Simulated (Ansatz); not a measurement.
Write a Python script for the Ansatz DFT code, driven from Python that makes a geometry optimisation of CH6BFSi2, SMILES C[Si]1(F)B[SiH2]1. Level of theory: CAM-B3LYP, 6-31G* basis, multiplicity 1.

```xyz
11

C    -0.5252   -1.7356    0.1565
Si    0.4953   -0.2003    0.4656
F     1.7404   -0.3308    1.5485
B    -0.4370    1.5472    0.5942
Si    0.6632    1.2073   -1.0385
H     0.0457   -2.4868   -0.2894
H    -0.9946   -2.0329    1.1032
H    -1.3428   -1.4056   -0.5737
H    -1.2497    2.2540    1.2335
H     1.8383    2.0995   -0.9731
H    -0.1682    1.0271   -2.2062
```

`opt_ch6bfsi2.py`:
```python
"""Geometry optimisation of CH6BFSi2."""

import itertools

import ansatz as az
from ase import Atoms
from ase.data import atomic_numbers, covalent_radii
import numpy as np

atoms = Atoms(["C", "Si", "F", "B", "Si", "H", "H", "H", "H", "H", "H"], positions=[
    (-0.5252, -1.7356, 0.1565),
    (0.4953, -0.2003, 0.4656),
    (1.7404, -0.3308, 1.5485),
    (-0.437, 1.5472, 0.5942),
    (0.6632, 1.2073, -1.0385),
    (0.0457, -2.4868, -0.2894),
    (-0.9946, -2.0329, 1.1032),
    (-1.3428, -1.4056, -0.5737),
    (-1.2497, 2.254, 1.2335),
    (1.8383, 2.0995, -0.9731),
    (-0.1682, 1.0271, -2.2062),
])
molecule = az.Crystal.molecule_from_ase(atoms)

calc = (
    molecule.calculation()
    .basis(gaussian="6-31G*")
    .functional("cam_b3lyp")
)
symbols = [site.symbol for site in molecule.cartesian_sites]
start = np.array([site.position_ang for site in molecule.cartesian_sites], dtype=float)
data = calc.relax(force_tolerance=0.01).run(threads=1).report
end = np.array(data["positions_ang"])

for key in ("converged", "free_energy_ev", "reference_energy_ev", "n_frozen", "n_occupied", "n_virtual"):
    print(f"{key:22s} {data[key]}")

# pairs closer than 1.2 times the sum of covalent radii, before or after
radius = [covalent_radii[atomic_numbers[s]] for s in symbols]
span = lambda where, i, j: np.linalg.norm(where[i] - where[j])
bonded = [(i, j) for i, j in itertools.combinations(range(len(symbols)), 2) if min(span(start, i, j), span(end, i, j)) < 1.2 * (radius[i] + radius[j])]
print("pair        before    after (A)")
for i, j in bonded:
    print(f"{symbols[i]}{i}-{symbols[j]}{j}".ljust(10), f"{span(start, i, j):8.4f} {span(end, i, j):8.4f}")
```

```console
$ python opt_ch6bfsi2.py
converged              True
free_energy_ev         -20280.222578167235
reference_energy_ev    -20280.222578167235
n_frozen               0
n_occupied             [27, 27]
n_virtual              [68, 68]
pair        before    after (A)
C0-Si1       1.8693   1.8620
C0-H5        1.0436   1.0950
C0-H6        1.0977   1.0950
C0-H7        1.1448   1.0916
Si1-F2       1.6553   1.6082
Si1-B3       1.9848   1.8621
Si1-Si4      2.0668   3.0187
B3-Si4       1.9979   1.8491
B3-H8        1.2525   1.1888
Si4-H9       1.4769   1.4842
Si4-H10      1.4447   1.4854
```

Reading the output:
- These settings explore the input space; basis and method may be short of convergence.
- The end point is the stationary point reached from this start; no frequency run checks that it is a minimum, and the basis set is modest.
- The bonding changed during the relaxation, so the end is another isomer than the start names.
- Hardware and time: 3.8 min on 1 thread of Arm Neoverse V1, with other jobs on the host, peak memory 0.32 GiB.
